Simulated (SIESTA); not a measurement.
**HPbNO4 in SIESTA: convergence with k mesh**

Input of the first run (k mesh 2 × 1 × 1); the others differ in this setting and in those tied to it:

HPbNO4.fdf

```
SystemName                      HPbNO4
SystemLabel                     HPbNO4
NumberOfSpecies                 4
NumberOfAtoms                   7
%block ChemicalSpeciesLabel
  1   1 H
  2  82 Pb
  3   7 N
  4   8 O
%endblock ChemicalSpeciesLabel

LatticeConstant                 1.0 Ang
%block LatticeVectors
     3.8540400000     0.1438400000     0.0901200000
    -0.2532000000     5.5269800000     0.1647100000
    -0.4819700000    -1.9272000000     5.7202500000
%endblock LatticeVectors
AtomicCoordinatesFormat         Fractional
%block AtomicCoordinatesAndAtomicSpecies
     0.1091300000     0.6571800000     0.5446300000  1  H
     0.6102900000     0.5212700000     0.1510000000  2  Pb
     0.9158000000     0.9626300000     0.9586700000  3  N
     0.0138400000     0.1363900000     0.8808400000  4  O
     0.7239800000     0.0105700000     0.1285800000  4  O
     0.0038900000     0.7373200000     0.8704300000  4  O
     0.1192700000     0.5932400000     0.3765100000  4  O
%endblock AtomicCoordinatesAndAtomicSpecies

%block kgrid.MonkhorstPack
    2   0   0  0.0
    0   1   0  0.0
    0   0   1  0.0
%endblock kgrid.MonkhorstPack
XC.Functional                   GGA
XC.Authors                      PBE
PAO.BasisSize                   DZP
PAO.EnergyShift                 0.003 Ry
Mesh.Cutoff                     800 Ry
OccupationFunction              FD
ElectronicTemperature           0.05 eV
MaxSCFIterations                120
SCF.MustConverge                false
SCF.Mixer.Method                Pulay
SCF.Mixer.Weight                0.25
SCF.Mixer.History               8
SCF.DM.Tolerance                5.0e-05
SCF.H.Tolerance                 1.0e-03 eV
WriteForces                     true
Charge.Mulliken                 end
%block PAO.Basis
  Pb 4
  n=6 0 2
    6.167 0.000
  n=6 1 2
    8.915 0.000
  n=5 2 2
    4.155 0.000
  n=6 2 1
    8.915
%endblock PAO.Basis
Diag.ParallelOverK              false
```

Potentials or basis: PseudoDojo 0.4 standard (PBE files), DZP (energy shift 0.003 Ry; two zetas on semicore shells).

The run is started by

```sh
$ mpirun -n 4 siesta HPbNO4.fdf > HPbNO4.out 2>&1
```

The cell was built by a generator and needn't be a form met in nature.

Hardware: 4 MPI ranks on Intel(R) Xeon(R) 6975P-C (Granite Rapids), with other jobs on the host.

| k mesh | energy less the tightest run, at zero smearing (meV/atom) | pressure (GPa) | largest force (eV/Å) | gap on the mesh (eV) | SCF cycles | CPU time (s) |
| --- | --- | --- | --- | --- | --- | --- |
| 2 × 1 × 1 | -8.55 | 1.94 | 2.382 | 3.492 | 11 | 62 |
| 3 × 2 × 2 | 3.17 | 2.41 | 1.375 | 3.175 | 11 | 63 |
| 4 × 3 × 3 | 0.11 | 2.35 | 1.362 | 3.221 | 11 | 62 |
| 5 × 4 × 4 | 0.08 | 2.36 | 1.363 | 3.134 | 11 | 63 |
| 6 × 4 × 4 | 0.04 | 2.36 | 1.363 | 3.121 | 11 | 66 |
| 7 × 5 × 5 | 0.01 | 2.36 | 1.363 | 3.153 | 11 | 66 |
| 9 × 6 × 6 | 0.00 | 2.36 | 1.363 | 3.124 | 11 | 69 |

Against the tightest run, the energy stays within 1 meV/atom from 4 × 3 × 3 on; the pressure stays within 0.1 GPa from 3 × 2 × 2 on; the largest force stays within 0.005 eV/Å from 4 × 3 × 3 on. Not settled before the last step: the gap on the mesh (to 0.01 eV). Meshes of other sizes hit other points, so gaps and Fermi surfaces needn't settle smoothly. The tightest run that finished is the yardstick and may itself not be fully converged.

Caveat, for the tightest run too: spin-orbit coupling is left out, which as a rule narrows the gap of such compounds by several tenths of an eV; an odd mesh through Γ misses points on the zone boundary, where band edges often lie; the basis of atomic orbitals isn't converged, which shifts pressures, moduli and gaps; forces of over 1 eV/Å show positions far from the minimum, so gaps and moduli don't describe the material at rest.
